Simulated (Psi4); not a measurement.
# SbH2I (SMILES [H][Sb]([H])[I]): a first try and a second

Wanted: a single-point energy of SbH2I, HF/3-21G (Cholesky decomposition).

The calculation is run with Psi4 1.11.

1 further run of the same task is left out (set aside as unsound or not needed).

### 1 The structure to begin with

SbH2I: 4 atoms, total charge 0, spin state singlet. As SMILES, `[H][Sb]([H])[I]`. The shape comes from GFN2-xTB (4 decimals), which is rough for such elements, and wasn't checked as a minimum.

Bond lengths: Sb1–I4 2.695 Å, Sb1–H2 1.703 Å, Sb1–H3 1.702 Å. Angles: H2–Sb1–I4 90.5°, H3–Sb1–I4 90.6°, H2–Sb1–H3 88.0°.

### 2 First attempt

The input, h2isb.sdf:

```

     RDKit          3D

  4  3  0  0  0  0  0  0  0  0999 V2000
    0.1031    0.1909    0.8783 Sb  0  0  0  0  0  3  0  0  0  0  0  0
    1.4806    0.1667   -0.1225 H   0  0  0  0  0  0  0  0  0  0  0  0
   -0.5449    1.3863   -0.1462 H   0  0  0  0  0  0  0  0  0  0  0  0
   -1.0388   -1.7440   -0.6097 I   0  0  0  0  0  0  0  0  0  0  0  0
  2  1  1  0
  3  1  1  0
  4  1  1  0
M  END
$$$$
```

The input, job.py:

```python
import psi4
from rdkit import Chem

psi4.set_memory(1600000000)
psi4.set_num_threads(1)
psi4.set_output_file('psi4.out', False)

rd = Chem.SDMolSupplier('h2isb.sdf', removeHs=False, sanitize=False)[0]
xyz = rd.GetConformer().GetPositions()
atoms = '\n'.join(f'{a.GetSymbol()} {x:.4f} {y:.4f} {z:.4f}' for a, (x, y, z) in zip(rd.GetAtoms(), xyz))
geom = psi4.geometry('0 1\n' + atoms + '')

psi4.set_options(dict(basis='3-21G', scf_type='cd', maxiter=2))

energy_value, wavefunction = psi4.energy('hf', molecule=geom, return_wfn=True)
print(f'hf energy: {energy_value:.10f} Eh')
for k, v in sorted(psi4.core.scalar_variables().items()):
    print(f'{k:45s} {v:18.10f}')
```

The run is started by

```
$ python job.py
```

psi4.out:

```text
Psi4 1.11 release

   => Loading Basis Set <=

    Name: 3-21G
    Role: ORBITAL
    Keyword: BASIS

         ---------------------------------------------------------
                                   SCF
                              RHF Reference
                        1 Threads,   1525 MiB Core
         ---------------------------------------------------------

  ==> Geometry <==

    Molecular point group: c1
    Full point group: C1

    Geometry (in Angstrom), charge = 0, multiplicity = 1:

       Center              X                  Y                   Z               Mass
    ------------   -----------------  -----------------  -----------------  -----------------
         SB           0.577114473436     0.978157273099     0.764038093532   120.903812000000
         H            1.954614473436     0.953957273099    -0.236761906468     1.007825032230
         H           -0.070885526564     2.173557273099    -0.260461906468     1.007825032230
         I           -0.564785526564    -0.956742726901    -0.723961906468   126.904471900000

  Running in c1 symmetry.

  Rotational constants: A =      2.91017  B =      0.03694  C =      0.03693 [cm^-1]
  Rotational constants: A =  87244.64083  B =   1107.39842  C =   1107.01441 [MHz]
  Nuclear repulsion =  580.236561722399870

  Charge       = 0
  Multiplicity = 1
  Electrons    = 106
  Nalpha       = 53
  Nbeta        = 53

  ==> Algorithm <==

  SCF Algorithm Type is CD.
  DIIS enabled.
  MOM disabled.
  Fractional occupation disabled.
  Guess Type is SAD.
  Energy threshold   = 1.00e-06
  Density threshold  = 1.00e-06
  Integral threshold = 1.00e-12

  ==> Primary Basis <==

  Basis Set: 3-21G
    Blend: 3-21G
    Number of shells: 30
    Number of basis functions: 70
    Number of Cartesian functions: 70
    Spherical Harmonics?: false
    Max angular momentum: 2

  ==> Integral Setup <==

  ==> CDJK: Cholesky-decomposed J/K Matrices <==

    J tasked:                     Yes
    K tasked:                     Yes
    wK tasked:                     No
    Integrals threads:              1
    Memory [MiB]:                1144
    Algorithm:                   Core
    Integral Cache:              NONE
    Schwarz Cutoff:             1E-12
    Cholesky tolerance:      1.00E-04
    No. Cholesky vectors:         315

  Minimum eigenvalue in the overlap matrix is 1.2589669718E-03.
  Reciprocal condition number of the overlap matrix is 2.9204848722E-04.
    Using symmetric orthogonalization.

  ==> Pre-Iterations <==

  SCF Guess: Superposition of Atomic Densities via on-the-fly atomic UHF (no occupation information).

   -------------------------
    Irrep   Nso     Nmo
   -------------------------
     A         70      70
   -------------------------
    Total      70      70
   -------------------------

  ==> Iterations <==

                        Total Energy        Delta E     RMS |[F,P]|

   @RHF iter SAD: -13169.07576353276272   -1.31691e+04   0.00000e+00
   @RHF iter   1: -13174.87514299708710   -5.79938e+00   9.29069e-03 ADIIS/DIIS
   @RHF iter   2: -13175.07122451360738   -1.96082e-01   1.24769e-03 ADIIS/DIIS

PsiException: Could not converge SCF iterations in 2 iterations.

  Failed to converge.
```

Standard output:

```text
Traceback (most recent call last):
  File "job.py", line 15, in <module>
    energy_value, wavefunction = psi4.energy('hf', molecule=geom, return_wfn=True)
psi4.driver.p4util.exceptions.SCFConvergenceError: Could not converge SCF iterations in 2 iterations.
```

Run time: 3.9 s. Hardware: 1 thread of AMD EPYC 7B13 (Zen 3), shared host; peak memory 0.21 GiB.

### 3 What went wrong

The iterations ended before the threshold was met.

The telling line is `psi4.driver.p4util.exceptions.SCFConvergenceError: Could not converge SCF iterations in 2 iterations.`. The fault: the iteration cap is too low for convergence. To mend it: iteration cap at its default in place of 2.

### 4 Second attempt

h2isb.sdf is that of step 2.

The input, job.py:

```python
import psi4
from rdkit import Chem

psi4.set_memory('1600 MB')
psi4.set_num_threads(1)
psi4.set_output_file('output.dat', False)

rd = Chem.SDMolSupplier('h2isb.sdf', removeHs=False, sanitize=False)[0]
xyz = rd.GetConformer().GetPositions()
atoms = '\n'.join(f'{a.GetSymbol()} {x:.4f} {y:.4f} {z:.4f}' for a, (x, y, z) in zip(rd.GetAtoms(), xyz))
geom = psi4.geometry('0 1\n' + atoms + '')

psi4.set_options({
    'basis': '3-21G',
    'scf_type': 'cd',
})

e = psi4.energy('scf')
print('E =', round(e, 9))
```

The run is started by

```
$ python job.py
```

output.dat:

```text
[...]
  Running in c1 symmetry.
[...]
  Nuclear repulsion =  580.236561722399870
[...]
  Multiplicity = 1
[...]
  Nalpha       = 53
  Nbeta        = 53
[...]
    Number of basis functions: 70
[...]
   @RHF iter   1: -13174.87514299708710   -5.79938e+00   9.29069e-03 DIIS/ADIIS
[...]
   @RHF iter   7: -13175.07617988925085   -8.29586e-08   5.13709e-07 DIIS
[...]
    Orbital Energies [Eh]
    ---------------------
    Doubly Occupied:
       1A   -1170.349345     2A   -1079.306389     3A   -180.054694
       4A   -168.293920     5A   -168.293116     6A   -168.293079
       7A   -164.005135     8A   -152.851652     9A   -152.851307
      10A   -152.850977    11A    -37.810985    12A    -33.597612
      13A    -32.704822    14A    -32.701188    15A    -32.700983
      16A    -28.834765    17A    -28.833388    18A    -28.831687
      19A    -24.152334    20A    -24.151333    21A    -24.150818
      22A    -24.148014    23A    -24.147365    24A    -20.737077
      25A    -20.736831    26A    -20.736118    27A    -20.734355
      28A    -20.733787    29A     -7.237716    30A     -6.134936
      31A     -5.372608    32A     -5.360649    33A     -5.360293
      34A     -4.445518    35A     -4.441219    36A     -4.435805
[...]
  @RHF Final Energy: -13175.07617988925085
   => Energetics <=
    Nuclear Repulsion Energy =            580.2365617223998697
    One-Electron Energy =              -19300.8550474476141972
    Two-Electron Energy =                5545.5423058359647257
    Total Energy =                     -13175.0761798892508523
[...]
 Multipole Moments:
 ------------------------------------------------------------------------------------
     Multipole            Electronic (a.u.)      Nuclear  (a.u.)        Total (a.u.)
 ------------------------------------------------------------------------------------
 L = 1.  Multiply by 2.5417464519 to convert [e a0] to [Debye]
 Dipole X            :         -2.1084032            2.6133669            0.5049636
 Dipole Y            :         -3.5014530            4.3580315            0.8565785
 Dipole Z            :          0.3897757            0.1865876            0.5763633
 Magnitude           :                                                    1.1493083
[...]
```

On the terminal:

```text
E = -13175.076179889
```

Wall time 4.2 s (1 thread of AMD EPYC 7B13 (Zen 3), shared host); peak memory 0.22 GiB.

### 5 Summary of results

At HF/3-21G (Cholesky decomposition):

| quantity | value |
| --- | --- |
| total energy | -13175.07618 Eh |
| dipole moment | 2.92 D |
| HOMO energy | -9.37 eV |
| LUMO energy | 0.91 eV |
| HOMO–LUMO gap | 10.29 eV |

**Reading.** Relativity is left out although the molecule holds a heavy atom.
